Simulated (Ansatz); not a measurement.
Working through a ladder of methods at one geometry of AlBFHOS, SMILES FB1[O][AlH][S]1

Program: Ansatz 0.2.0 through its Python package.

Typed at the interpreter:
```pycon
>>> from pathlib import Path
>>> import ansatz as az
>>> import numpy as np
>>> albfhos = (
...     az.Crystal.molecule()
...     .atom("F", (-1.0148, 1.9726, 0.4498))
...     .atom("B", (0.0743, 1.2053, 0.0772))
...     .atom("O", (0.8044, 0.1922, 0.8319))
...     .atom("Al", (0.4454, -1.303, -0.0643))
...     .atom("S", (0.4759, 0.2725, -1.571))
...     .atom("H", (-0.7432, -2.4036, 0.2303))
... )
>>> calculation = (
...     albfhos.calculation()
...     .basis(gaussian="def2-SVP")
...     .accuracy("high")
... )
>>> print("functional    E (Ha)        dipole (D)   HOMO (eV)  LUMO (eV)")
functional    E (Ha)        dipole (D)   HOMO (eV)  LUMO (eV)
>>> for name in ["r2scan", "hse06", "revpbe", "cam_b3lyp", "b3lyp"]:
...     summary = calculation.functional(name).forces().orbitals().run(threads=1, pin="off", runs_dir="runs").report
...     lines = Path(summary["orbitals_path"]).read_text().splitlines()
...     field_of = lambda key: [line.split("=")[1].strip() for line in lines if line.startswith(key)]
...     orbitals = [(27.211386 * float(e), s, float(n)) for e, s, n in zip(field_of("Ene="), field_of("Spin="), field_of("Occup="))]
...     homo = max(e for e, _, n in orbitals if n > 0.5)
...     lumo = min(e for e, _, n in orbitals if n < 0.5)
...     dipole = 4.803205 * np.linalg.norm(summary["charge_distribution"]["dipole_moment_e_ang"])
...     print(f"{name:10s} {summary['free_energy_ev'] / 27.211386246:14.6f} {dipole:9.3f} {homo:11.3f} {lumo:10.3f}")
...
r2scan        -840.762642     3.432      -5.473     -3.536
hse06         -840.423722     3.550      -6.083     -3.379
revpbe        -840.716894     3.149      -5.166     -3.628
cam_b3lyp     -840.853853     3.604      -7.707     -2.027
b3lyp         -840.943642     3.396      -6.206     -3.207
```

The settings weren't tested for convergence. The geometry is a force-field or estimated start, not a minimum of this method, and the basis set is short of its limit. A lower total doesn't mark the better method: functionals have no common bound, and MP2 and coupled cluster aren't variational. b3lyp holds the VWN-RPA fit, as in Gaussian; the form of ORCA and Turbomole is b3lyp5. Levels such as HOMO and LUMO are orbital energies: with these approximate functionals they aren't the ionisation energy and electron affinity, and their gap isn't the fundamental gap. hse06 follows the composition of plane-wave codes, whose totals differ by tens of mHa, up to about 0.1 Ha, from the form usual in Gaussian-basis programs (wpbeh). Run time: 54 s on 1 thread of Arm Neoverse V2, on a shared host, peak memory 0.39 GiB.

(Lines on the test bed's own set-up are left out of the output.)
